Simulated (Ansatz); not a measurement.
# GaH7NP: the cost of one run

Method: RKS PBE0/def2-SVP, in Ansatz 0.2.0.

## Step 1: Starting point

Bond lengths: Ga1–N2 2.280 Å, N2–H3 1.060 Å, N2–H4 1.060 Å, Ga1–H5 1.570 Å, Ga1–H6 1.570 Å, Ga1–P7 2.590 Å, P7–H8 1.420 Å, P7–H9 1.420 Å. Angles: Ga1–N2–H3 120.0°, Ga1–N2–H4 120.0°, H3–N2–H4 120.0°, N2–Ga1–H5 120.0°, N2–Ga1–H6 120.0°, N2–Ga1–P7 71.6°, H5–Ga1–H6 120.0°, H5–Ga1–P7 105.4°, H6–Ga1–P7 92.8°, Ga1–P7–H8 109.5°, Ga1–P7–H9 109.5°, H8–P7–H9 109.4°.

Structure file:

```xyz
10

Ga    0.0000    0.0000    0.0000
N     0.0000    0.0000    2.2800
H    -0.8770   -0.2713    2.8100
H     0.8770    0.2713    2.8100
H     1.3596    0.0000   -0.7850
H    -1.3596    0.0000   -0.7850
P    -0.3239    2.4364    0.8167
H    -1.6437    2.8657    0.5159
H    -0.1153    2.4977    2.2199
H    -0.1702    1.2805    2.0344
```

## Step 2: Pulling towards end A

Springs on the bonds that form and break draw the guess towards this end; the thresholds are loose.

input.yaml

```yaml
crystal:
  periodic: [false, false, false]
  atoms:
    - { symbol: Ga, position_ang: [0.0, 0.0, 0.0] }
    - { symbol: "N", position_ang: [0.0, 0.0, 2.28] }
    - { symbol: H, position_ang: [-0.877, -0.2713, 2.81] }
    - { symbol: H, position_ang: [0.877, 0.2713, 2.81] }
    - { symbol: H, position_ang: [1.3596, 0.0, -0.785] }
    - { symbol: H, position_ang: [-1.3596, 0.0, -0.785] }
    - { symbol: P, position_ang: [-0.3239, 2.4364, 0.8167] }
    - { symbol: H, position_ang: [-1.6437, 2.8657, 0.5159] }
    - { symbol: H, position_ang: [-0.1153, 2.4977, 2.2199] }
    - { symbol: H, position_ang: [-0.1702, 1.2805, 2.0344] }
basis:
  gaussian: { orbitals: def2-SVP }
hamiltonian:
  xc: pbe0
relax:
  f_tol: 0.15
  max_steps: 25
  restrain:
    - { distance: [0, 6], at: 3.49, k: 30.0 }
    - { distance: [9, 1], at: 2.26, k: 30.0 }
    - { distance: [0, 1], at: 1.93, k: 30.0 }
    - { distance: [9, 6], at: 1.42, k: 30.0 }
```

Command:

```
$ ansatz run input.yaml --threads 2 --pin off --max-ram 3072MiB --backend cpu --events-out ev --progress --plain --runs-dir out
```

Q: Estimate wall time and peak memory on 2 threads of Arm Neoverse V2, shared host.

About 32 s, with a peak of 0.22 GiB.
